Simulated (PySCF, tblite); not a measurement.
**C₆H₇OP: geometry, infrared bands and NMR shifts**

Wanted: the infrared bands and NMR shifts of C₆H₇OP (`c1occ(C2CC2)p1`), by calculation.

Programs: tblite 0.8.0 and PySCF 2.14.0, with density-fitted response routines of our own. Each step states its level of theory. These are calculated values for one molecule in the gas phase, unless marked as measured. Atoms count from 0, in the outputs and in this text.

**1. The molecule as given**

15 atoms, charge 0, multiplicity 1; geometry from: force field or distance geometry start.

Bonds of the start (Å): C0–O1 1.28, O1–C2 1.24, C2–C3 1.37, C3–C4 1.50, C4–C5 1.50, C5–C6 1.54, C3–P7 1.87, P7–C0 1.64, C6–C4 1.51, C0–H8 1.08, C2–H9 1.12, C4–H10 1.12, C5–H11 1.11, C5–H12 1.11, C6–H13 1.11, C6–H14 1.11.

**2. Geometry optimisation with GFN2-xTB**

The job: settings as JSON, then the geometry in Å.

```
{"job": {"kind": "relax", "xc": "GFN2-xTB", "basis": "xTB"}, "charge": 0, "multiplicity": 1}
C      2.937100     0.114800     0.433500
O      2.703100    -0.257800    -0.767000
C      1.555100    -0.403600    -1.217400
C      0.489800    -0.116000    -0.397700
C     -0.966600    -0.223700    -0.731400
C     -1.908000    -0.483700     0.412000
C     -1.857200     0.897100    -0.258700
P      1.464000     0.355800     1.124000
H      3.904500     0.251500     0.891600
H      1.340800    -0.734100    -2.260700
H     -1.228000    -0.551200    -1.769000
H     -1.501800    -0.499500     1.442800
H     -2.751300    -1.150800     0.152800
H     -2.764600     1.054200    -0.873900
H     -1.421300     1.754900     0.291700
```

Launch:

```bash
> OMP_NUM_THREADS=1 python probes_run.py task.json out
```

One launch serves the whole session: the jobs run in the order shown.

**Question.** This job is followed by: GFN2-xTB harmonic vibrations, gas phase; GIAO PBE0/pcSseg-1 NMR shielding, non-relativistic, gas phase. Predict these results of the whole session: strongest single infrared mode (GFN2-xTB); zero-point energy (GFN2-xTB); 13C shifts against TMS (PBE0/pcSseg-1, means over atoms taken as alike); 1H shifts against TMS (PBE0/pcSseg-1, means over atoms taken as alike); 17O shifts against H2O (PBE0/pcSseg-1); 31P shifts against H3PO4 (PBE0/pcSseg-1).

As calculated:

| quantity | value |
| --- | --- |
| strongest single infrared mode (GFN2-xTB) | 3105 cm⁻¹, 76 km/mol |
| zero-point energy (GFN2-xTB) | 71.7 kcal/mol |
| 13C shifts against TMS (PBE0/pcSseg-1, means over atoms taken as alike) | 189.0, 159.4, 150.1, 16.9, 13.0 ppm |
| 1H shifts against TMS (PBE0/pcSseg-1, means over atoms taken as alike) | 8.82, 8.19, 1.93, 1.21, 0.73 ppm |
| 17O shifts against H2O (PBE0/pcSseg-1) | 351.5 ppm |
| 31P shifts against H3PO4 (PBE0/pcSseg-1) | 119.7 ppm |

**Reading.** Over 73 steps the energy fell by 1.440 eV; of the close pairs, O1–C2 changed most, 1.242 to 1.335 Å. All 39 modes are real, so the xTB geometry is a minimum. The strongest single mode, at 3105 cm⁻¹, is carried by H13, H12, H14, H11. Unscaled tight-binding wavenumbers are off by several per cent, some by more. Its intensities can rank the bands wrongly. At PBE0/pcSseg-1: The widest tensor belongs to P7: span 500 ppm, with a paramagnetic part of -770 ppm. NICS(1)zz of -25 ppm above the planar ring from C0 marks a diatropic (aromatic) ring current.
